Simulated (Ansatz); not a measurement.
## CH6ClSbSi, SMILES ClC[SiH2][SbH2]: an atomisation energy, step by step

With Ansatz 0.2.0, Python API.

Run as a notebook:

**Cell 1**
```python
from collections import Counter

import ansatz
```

**Cell 2**
```python
BASIS = "def2-SVP"
XC = "pbe"
```

**Cell 3**
```python
def energy(molecule, charge=0, unpaired=0):
    calc = molecule.calculation().basis(gaussian=BASIS).functional(XC)
    if charge:
        calc = calc.charge(charge)
    if unpaired:
        calc = calc.spin("collinear", total=unpaired)
    report = calc.run().report
    if report["published_state_doubts"]:
        print("  doubts:", report["published_state_doubts"])
    return report["free_energy_ev"]
```

**Cell 4**
```python
geometry = (
    ansatz.Crystal.molecule()
    .atom("Cl", (-0.7976, -0.1136, 2.0914))
    .atom("C", (0.5924, -0.4065, 1.094))
    .atom("Si", (0.0537, -0.7808, -0.6752))
    .atom("Sb", (-0.8747, 1.2709, -1.7188))
    .atom("H", (1.2667, 0.4743, 1.0847))
    .atom("H", (1.1341, -1.2609, 1.516))
    .atom("H", (1.3027, -1.1658, -1.4307))
    .atom("H", (-0.8418, -1.8731, -0.6747))
    .atom("H", (-2.0325, 1.5028, -0.3079))
    .atom("H", (0.2802, 2.3016, -0.9758))
)

# Hund ground states
unpaired = {"Cl": 1, "C": 2, "Si": 2, "Sb": 3, "H": 1}
counts = Counter(site.symbol for site in geometry.cartesian_sites)
atom_energy = {s: energy(ansatz.Crystal.molecule().atom(s, (0, 0, 0)), 0, unpaired[s]) for s in counts}
whole = energy(geometry, 0, 0)
for s, e in atom_energy.items():
    print(f"{s:2s} x{counts[s]}  {e:14.5f} eV")
print(f"CH6ClSbSi: {whole:.5f} eV")
split = sum(counts[s] * e for s, e in atom_energy.items()) - whole
print(f"atomisation energy (no zero-point term): {96.485332 * split:.1f} kJ/mol, {split / sum(counts.values()):.3f} eV an atom")
```
Output:
```text
Cl x1    -12511.71430 eV
C  x1     -1027.26350 eV
Si x1     -7867.46925 eV
Sb x1     -6536.22155 eV
H  x6       -13.56840 eV
CH6ClSbSi: -28053.80089 eV
atomisation energy (no zero-point term): 2867.7 kJ/mol, 2.972 eV an atom
```

2867.7 kJ/mol from the electronic energies, without the zero-point term.

Caveats:
- Total energies depend on the basis set; only differences at equal settings carry meaning.
- The geometry is a force-field or estimated start, not a minimum of this method, and the basis set is short of its limit. All parts are taken at fixed geometry, without zero-point energy.
- def2 sets replace the cores of elements past krypton by effective core potentials.
- This functional overbinds, so such energies come out a few per cent too high (LDA far more).
- The spin-orbit lowering of heavy atoms is left out.
- Wall time of the script: 4.3 s on 1 thread of Arm Neoverse V2 (shared host), peak memory 0.2 GiB.
